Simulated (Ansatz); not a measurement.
# F4Fe: the cost of one run

Program: Ansatz 0.2.0. Level of theory: DFT unrestricted B3LYP, scalar-relativistic (X2C), Gaussian basis x2c-TZVPPall, and further levels as typed in the inputs. These are calculated values, not measurements.

### 1 Starting point

Bond lengths: Fe1–F2 1.723 Å, Fe1–F3 1.730 Å, Fe1–F4 1.737 Å, Fe1–F5 1.731 Å. Angles: F2–Fe1–F3 132.5°, F2–Fe1–F4 99.3°, F2–Fe1–F5 99.5°, F3–Fe1–F4 98.8°, F3–Fe1–F5 99.8°, F4–Fe1–F5 132.4°.

Structure file:

```xyz
5

Fe   -0.0041   -0.0033    0.0008
F     1.5725   -0.0022    0.6960
F    -1.5882    0.0185    0.6966
F    -0.0009    1.5833   -0.7050
F    -0.0098   -1.5896   -0.6917
```

### 2 Relaxing the atoms: F4Fe

input.yaml reads:

```yaml
relax:
  f_tol: 0.001
  max_steps: 200
crystal:
  periodic: [false, false, false]
  atoms:
    - { symbol: Fe, position_ang: [-0.004148, -0.003334, 0.000811] }
    - { symbol: F, position_ang: [1.572523, -0.002186, 0.696022] }
    - { symbol: F, position_ang: [-1.588205, 0.018494, 0.696598] }
    - { symbol: F, position_ang: [-0.00086, 1.583313, -0.704968] }
    - { symbol: F, position_ang: [-0.009827, -1.589622, -0.69166] }
magnetization:
  spin_polarized: true
  initial_magnetization: 2
basis:
  gaussian: { orbitals: x2c-TZVPPall }
hamiltonian:
  xc: { name: B3LYP }
output:
  orbitals: {}
```

Launch:

```sh
$ ansatz run input.yaml --threads 4 --pin off --max-ram 8192MiB --backend cpu --events-out ev --progress --plain --runs-dir out
```

**Question.** How long does this run take on 4 threads of Arm Neoverse V2, shared host, and how much memory does it need?

About 3.6 min, with a peak of 0.9 GiB.
